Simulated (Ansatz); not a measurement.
# Ti3O4: the cost of one run

Method: DFT r2SCAN, scalar-relativistic, plane waves, PAW, in Ansatz 0.2.0.

1 further run of the same task is left out (set aside as unsound or not needed). Runs told in other sessions of the task aren't counted.

## 1. The starting structure

The structure is orthorhombic, space group Cmmm (No. 65). The conventional cell has a = 5.848 Å, b = 8.122 Å, c = 2.999 Å, α = 90.00°, β = 90.00°, γ = 90.00°. Around Ti (site symmetry mmm) lie 6 O at 2.03 to 2.09 Å. Around Ti (site symmetry 2/m) lie 6 O at 2.03 to 2.10 Å. Around O (site symmetry 2mm) lie 4 Ti at 2.03 Å. Around O (site symmetry m2m) lie 5 Ti at 2.09 to 2.10 Å.

Coordinates:

```cif
data_structure
_symmetry_space_group_name_H-M 'Cmmm'
_symmetry_Int_Tables_number 65
_cell_length_a 5.8485
_cell_length_b 8.1218
_cell_length_c 2.9989
_cell_angle_alpha 90.000
_cell_angle_beta 90.000
_cell_angle_gamma 90.000
_cell_volume 142.45
loop_
_atom_site_label
_atom_site_type_symbol
_atom_site_symmetry_multiplicity
_atom_site_Wyckoff_symbol
_atom_site_fract_x
_atom_site_fract_y
_atom_site_fract_z
_atom_site_occupancy
Ti1 Ti 2 d 0.00000 0.00000 0.50000 1
Ti2 Ti 4 e 0.25000 0.75000 0.00000 1
O1 O 4 g 0.76538 0.00000 0.00000 1
O2 O 4 j 0.50000 0.24268 0.50000 1
```

It goes back to an entry of the Materials Project, which need not be the stable form.

It is the result of an earlier relaxation at this level (volume 10.17 Å³/atom; gap on the mesh: none (metal)).

## 2. Zero of energy

The reference gives a free energy of -9797.9768 eV, pressure 0.03 GPa, largest force 0.019 eV/Å and gap on the mesh none (metal). It was computed beforehand with the settings of the runs below.

## 3. Setting up a sublattice displacement scan

Every O atom is moved by x along the Cartesian unit vector (0.000, 0.000, 1.000); the cell and all other atoms stay fixed. Forces below are components along that vector, summed over the moved atoms.

## 4. At x = -0.100 Å

input.yaml

```yaml
crystal:
  lattice:
    - [2.924232611, -4.060886472, 0.0]
    - [2.924232611, 4.060886472, 0.0]
    - [0.0, 0.0, 2.998918767]
  atoms:
    - { symbol: Ti, position: [0.0, 0.0, 0.5] }
    - { symbol: Ti, position: [0.5, 0.0, 0.0] }
    - { symbol: Ti, position: [0.0, 0.5, 0.0] }
    - { symbol: O, position: [0.7653845145, 0.7653845145, -0.0333453514] }
    - { symbol: O, position: [0.2573235775, 0.7426764225, 0.4666546486] }
    - { symbol: O, position: [0.2346154855, 0.2346154855, -0.0333453514] }
    - { symbol: O, position: [0.7426764225, 0.2573235775, 0.4666546486] }
basis:
  ecutwfc: 500
kpoints:
  mp_grid: { grid: [8, 8, 14] }
hamiltonian:
  xc: r2scan
scf:
  occupations: { method: gaussian, width: 0.15 }
output:
  forces: true
  stress: true
  eigenvalues: true
```

On the command line:

```console
$ ansatz run input.yaml --threads 2 --pin off --max-ram 5120MiB --backend cpu --events-out ev --progress --plain --runs-dir out
```

Q: Estimate wall time and peak memory on 2 threads of Arm Neoverse V2, shared host.

About 42 s, with a peak of 0.74 GiB.
